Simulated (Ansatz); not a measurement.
# C2H8FNSi: basis-set convergence

How large a basis does C2H8FNSi need? Two functionals are run in growing sets.

Method: one geometry, several basis sets; program: Ansatz 0.2.0, Gaussian basis.

Levels to be run: PBE0-D4/def2-SVP; ωB97M-V/def2-SVP; PBE0-D4/def2-QZVPP; ωB97M-V/def2-QZVPP; the functionals' def2-TZVPP values are taken from earlier runs.

### Step 1. The relaxed structure

The geometry comes from an earlier relaxation with PBE0-D4 in a triple-zeta def2 set; it is a stationary point, not always the lowest conformer.

SMILES `FCNC[SiH3]`, 13 atoms, charge 0, spin multiplicity 1.

Atoms are counted from 1 here; the program's logs count them from 0.

Bond lengths: F1–C2 1.407 Å, C2–N3 1.400 Å, C2–H6 1.093 Å, C2–H7 1.092 Å, N3–C4 1.454 Å, N3–H8 1.011 Å, C4–Si5 1.884 Å, C4–H9 1.096 Å, C4–H10 1.099 Å, Si5–H11 1.487 Å, Si5–H12 1.490 Å, Si5–H13 1.485 Å. Angles: F1–C2–N3 113.5°, F1–C2–H6 105.9°, F1–C2–H7 106.3°, N3–C2–H6 110.1°, N3–C2–H7 110.2°, H6–C2–H7 110.7°, C2–N3–C4 116.5°, C2–N3–H8 111.8°, C4–N3–H8 112.4°, N3–C4–Si5 111.1°, N3–C4–H9 108.4°, N3–C4–H10 113.2°, Si5–C4–H9 107.6°, Si5–C4–H10 109.9°, H9–C4–H10 106.3°, C4–Si5–H11 109.7°, C4–Si5–H12 109.3°, C4–Si5–H13 110.8° and more.

### Step 2. PBE0-D4 in def2-SVP

in.yaml

```yaml
crystal:
  periodic: [false, false, false]
  atoms:
    - {symbol: F, position_ang: [-1.366697, 1.836110, 1.434538]}
    - {symbol: C, position_ang: [-0.001841, 1.508031, 1.332299]}
    - {symbol: N, position_ang: [0.227878, 0.242348, 0.779325]}
    - {symbol: C, position_ang: [-0.217870, 0.040684, -0.590183]}
    - {symbol: Si, position_ang: [0.314097, -1.647062, -1.236246]}
    - {symbol: H, position_ang: [0.444783, 2.281038, 0.701725]}
    - {symbol: H, position_ang: [0.400888, 1.555376, 2.346083]}
    - {symbol: H, position_ang: [-0.077421, -0.498023, 1.396286]}
    - {symbol: H, position_ang: [0.254461, 0.801274, -1.222762]}
    - {symbol: H, position_ang: [-1.302840, 0.165287, -0.715464]}
    - {symbol: H, position_ang: [-0.287822, -1.884378, -2.574857]}
    - {symbol: H, position_ang: [-0.160938, -2.703547, -0.299824]}
    - {symbol: H, position_ang: [1.793722, -1.731936, -1.336121]}
basis:
  gaussian: {orbitals: def2-SVP}
hamiltonian: {xc: pbe0, dispersion: d4}
output: {orbitals: {seedname: orbitals}}
```

The run is started by

```console
$ ansatz run in.yaml --threads 4 --pin off --events-out ev --progress --plain --max-ram 10444MiB
```

Standard output:

```text
Functional definition: PBE0
  name "PBE0"
  cite "Adamo & Barone, J. Chem. Phys. 110, 6158 (1999) doi:10.1063/1.478522"
  cite "Perdew, Burke & Ernzerhof, Phys. Rev. Lett. 77, 3865 (1996) doi:10.1103/PhysRevLett.77.3865"
  parent pbe
  parameter a = 0.25
  parameter kappa = 0.804
  parameter beta = 0.06672455060314922
  exchange = (1 - a)*pbe_x(kappa = kappa, mu = beta*pi^2/3) + a*exact_x
  correlation = pbe_c(beta = beta)
1296 factors; their error is unknown
mean field evaluation 1: about -14266.6315 eV, gradient 4.4e1 eV
mean field evaluation 2: about -14264.9199 eV, gradient 5.2e1 eV
mean field evaluation 4: about -14270.9131 eV, gradient 2.3e0 eV
mean field evaluation 8: about -14270.9203 eV, gradient 1.8e-2 eV
mean field evaluation 16: about -14270.9569 eV, gradient 1.9e-5 eV
mean field -14270.95687495 eV, -524.4479919525 hartree, gradient 1.9e-5 eV, S^2 0.000000; 0 other end points of the search recorded, 0 dependent functions left out
reference -14270.95690268 eV, -524.4479929717 hartree; 25, 25 occupied and 89, 89 virtual orbitals, 1296 factors
Total energy: -14271.15584862 eV, -524.4553041001 hartree
```

Run time: 2.5 s. Hardware: 4 threads, shared host; peak memory 0.26 GiB.

### Step 3. ωB97M-V in def2-SVP

Edit in.yaml of step 2 so:

```diff
@@ -18,3 +18,3 @@
   gaussian: {orbitals: def2-SVP}
-hamiltonian: {xc: pbe0, dispersion: d4}
+hamiltonian: {xc: {name: wB97M-V}}
 output: {orbitals: {seedname: orbitals}}
```

Launched as before.

Standard output, cut to the lines that bear on the results:

```text
Functional definition: wB97M-V
  name "wB97M-V"
  cite "Mardirossian & Head-Gordon, J. Chem. Phys. 144, 214110 (2016) doi:10.1063/1.4952647"
  cite "Becke, J. Chem. Phys. 107, 8554 (1997) doi:10.1063/1.475007"
  cite "Vydrov & Van Voorhis, J. Chem. Phys. 133, 244103 (2010) doi:10.1063/1.3521275"
  # Of w^i u^j: cxij and so on, Table III.
[...]
  gx(w, u) = 1 - cx + cx01*u + cx10*w
  gss(w, u) = css00 + css04*u^4 + css10*w + css20*w^2 + css43*w^4*u^3
  gos(w, u) = cos00 + cos10*w + (cos20 + cos21*u)*w^2 + (cos60 + cos61*u)*w^6
[...]
      + integral(e_c_pw_mod_opposite_spin*gos(b97_w_opposite, b97_u_opposite)) + vv10(b, c)
1296 factors; their error is unknown
344 factors; integrals over basis functions are off by at most 6.6e-6 eV
[...]
mean field -14277.75892336 eV, -524.6979626210 hartree, gradient 7.2e-5 eV, S^2 0.000000; 0 other end points of the search recorded, 0 dependent functions left out
reference -14277.75896741 eV, -524.6979642396 hartree; 25, 25 occupied and 89, 89 virtual orbitals, 1296 factors
Total energy: -14277.75896741 eV, -524.6979642396 hartree
```

Run time: 7 s. Hardware: 4 threads, shared host; peak memory 0.36 GiB.

### Step 4. PBE0-D4 in def2-QZVPP

Edit in.yaml of step 3 so:

```diff
@@ -17,4 +17,4 @@
 basis:
-  gaussian: {orbitals: def2-SVP}
-hamiltonian: {xc: {name: wB97M-V}}
+  gaussian: {orbitals: "def2-QZVPP.json"}
+hamiltonian: {xc: pbe0, dispersion: d4}
 output: {orbitals: {seedname: orbitals}}
```

Launched as before.

Standard output:

```text
Functional definition: PBE0
  name "PBE0"
  cite "Adamo & Barone, J. Chem. Phys. 110, 6158 (1999) doi:10.1063/1.478522"
  cite "Perdew, Burke & Ernzerhof, Phys. Rev. Lett. 77, 3865 (1996) doi:10.1103/PhysRevLett.77.3865"
  parent pbe
  parameter a = 0.25
  parameter kappa = 0.804
  parameter beta = 0.06672455060314922
  exchange = (1 - a)*pbe_x(kappa = kappa, mu = beta*pi^2/3) + a*exact_x
  correlation = pbe_c(beta = beta)
1593 factors; their error is unknown
mean field evaluation 1: about -14274.6704 eV, gradient 5.8e1 eV
mean field evaluation 2: about -14268.5738 eV, gradient 7.7e1 eV
mean field evaluation 4: about -14281.7914 eV, gradient 4.7e0 eV
mean field evaluation 8: about -14281.8276 eV, gradient 4.5e-1 eV
mean field evaluation 16: about -14281.8278 eV, gradient 6.1e-5 eV
mean field -14281.82778327 eV, -524.8474904646 hartree, gradient 6.1e-5 eV, S^2 0.000000; 0 other end points of the search recorded, 0 dependent functions left out
reference -14281.82782789 eV, -524.8474921044 hartree; 25, 25 occupied and 513, 513 virtual orbitals, 1593 factors
Total energy: -14282.02677383 eV, -524.8548032328 hartree
```

Wall time 21 s (4 threads, shared host); peak memory 2 GiB.

### Step 5. ωB97M-V in def2-QZVPP

Edit in.yaml of step 4 so:

```diff
@@ -18,3 +18,3 @@
   gaussian: {orbitals: "def2-QZVPP.json"}
-hamiltonian: {xc: pbe0, dispersion: d4}
+hamiltonian: {xc: {name: wB97M-V}}
 output: {orbitals: {seedname: orbitals}}
```

The command is unchanged.

Standard output, cut to the lines that bear on the results:

```text
Functional definition: wB97M-V
  name "wB97M-V"
  cite "Mardirossian & Head-Gordon, J. Chem. Phys. 144, 214110 (2016) doi:10.1063/1.4952647"
  cite "Becke, J. Chem. Phys. 107, 8554 (1997) doi:10.1063/1.475007"
  cite "Vydrov & Van Voorhis, J. Chem. Phys. 133, 244103 (2010) doi:10.1063/1.3521275"
  # Of w^i u^j: cxij and so on, Table III.
[...]
  gx(w, u) = 1 - cx + cx01*u + cx10*w
  gss(w, u) = css00 + css04*u^4 + css10*w + css20*w^2 + css43*w^4*u^3
  gos(w, u) = cos00 + cos10*w + (cos20 + cos21*u)*w^2 + (cos60 + cos61*u)*w^6
[...]
      + integral(e_c_pw_mod_opposite_spin*gos(b97_w_opposite, b97_u_opposite)) + vv10(b, c)
1573 factors; their error is unknown
418 factors; integrals over basis functions are off by at most 1.1e-5 eV
[...]
mean field -14288.91164142 eV, -525.1078174499 hartree, gradient 3.3e-5 eV, S^2 0.000000; 0 other end points of the search recorded, 0 dependent functions left out
reference -14288.91171134 eV, -525.1078200195 hartree; 25, 25 occupied and 513, 513 virtual orbitals, 1573 factors
Total energy: -14288.91171134 eV, -525.1078200195 hartree
```

It took 45 s on 4 threads, shared host; peak memory 2.5 GiB.

### Step 6. Density functionals: the series

The def2-TZVPP values come from earlier runs at the same geometry.

```csv
functional,basis,functions,energy (eV),from the largest (eV),HOMO (eV),LUMO (eV)
PBE0-D4,def2-SVP,114,-14271.1558,10.871,-7.16,1.07
PBE0-D4,def2-TZVPP,278,-14281.3998,0.627,-7.34,0.55
PBE0-D4,def2-QZVPP,538,-14282.0268,0.000,-7.38,0.30
ωB97M-V,def2-SVP,114,-14277.7590,11.153,-9.51,2.87
ωB97M-V,def2-TZVPP,278,-14288.3161,0.596,-9.71,2.07
ωB97M-V,def2-QZVPP,538,-14288.9117,0.000,-9.74,1.57
```

### Step 7. Summary of results

```
                                       quantity           value
PBE0-D4: double and triple zeta above quadruple  10.87, 0.63 eV
ωB97M-V: double and triple zeta above quadruple  11.15, 0.60 eV
```

PBE0-D4 gains 10.24 eV from double to triple zeta, then 0.63 eV more. Total energies overstate the basis error of differences, where much of it tends to cancel. The LUMO of ωB97M-V is positive and keeps falling with the basis (2.87 to 1.57 eV): an unbound level that the basis holds in place.

For PBE0-D4 the largest set took about 9 times as long as the smallest (21 s against 2.5 s).
